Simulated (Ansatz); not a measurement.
**BiIr (rocksalt): equation of state and elastic constants**

An exercise on one series of results from a longer session: the logs are not shown, and one member is left open.

Computed with Ansatz 0.2.0 (DFT PBEsol, scalar-relativistic, plane waves, PAW, unless a step's input says otherwise).

## The structure to begin with

Symmetry: Fm-3m, No. 225, cubic system. The conventional cell has a = 5.541 Å, b = 5.541 Å, c = 5.541 Å, α = 90.00°, β = 90.00°, γ = 90.00°. Around Ir (site symmetry m-3m) lie 6 Bi at 2.77 Å. Bi (site symmetry m-3m) has 6 Ir at 2.77 Å as nearest neighbours.

Structure file:

```
CELL_PARAMETERS angstrom
0.00000 2.77026 2.77026
2.77026 0.00000 2.77026
2.77026 2.77026 0.00000
ATOMIC_POSITIONS crystal
Ir 0.50000 0.50000 0.50000
Bi 0.00000 0.00000 0.00000
```

This cell comes from an earlier session at PBEsol: 21.260 Å³/atom at 0.00 GPa, on a 10×10×10 mesh.

Volume factors to run: 0.980, 1.020, 0.960, 1.040.

The first run:

input.yaml reads:

```yaml
crystal:
  lattice:
    - [0.0, 2.751662985, 2.751662985]
    - [2.751662985, 0.0, 2.751662985]
    - [2.751662985, 2.751662985, 0.0]
  atoms:
    - { symbol: Ir, position: [0.5, 0.5, 0.5] }
    - { symbol: Bi, position: [0.0, 0.0, 0.0] }
basis:
  ecutwfc: 420
  ecutrho_ratio: 4
kpoints:
  mp_grid: { grid: [10, 10, 10] }
hamiltonian:
  xc: pbesol
scf:
  occupations: { method: gaussian, width: 0.05 }
output:
  forces: true
  stress: true
  eigenvalues: true
```

Among the steps run: At 0.980 of the relaxed volume; Volume × 1.020; Scaling the volume by 0.960; At 1.040 of the relaxed volume.

One of the session's tables, all rows but one given; the rest of the session is left out.

It belongs to the step «Energy and pressure against volume». 

| volume (Å³/atom) | energy (meV/atom) | pressure (GPa) |
| --- | --- | --- |
| 20.409 | 15.74 | 6.18 |
| 20.835 | 3.78 | 2.91 |
| 21.260 | 0.00 | 0.00 |
| 21.685 | ? | ? |
| 22.110 | 13.38 | -4.70 |

Estimate the missing values for volume (Å³/atom) = 21.685.

Worked estimate for «energy (meV/atom)». A straight line through the neighbours (21.260, 0.00) and (22.110, 13.38) gives 0.00 + (13.38 − 0.00) × (21.685 − 21.260) / (22.110 − 21.260) = 6.69; a parabola fitted to 3 rows on both sides gives 3.20.

The run gave: energy (meV/atom): 3.57; pressure (GPa): -2.53. In «energy (meV/atom)» the line misses by +3.12 and the parabola by -0.37.
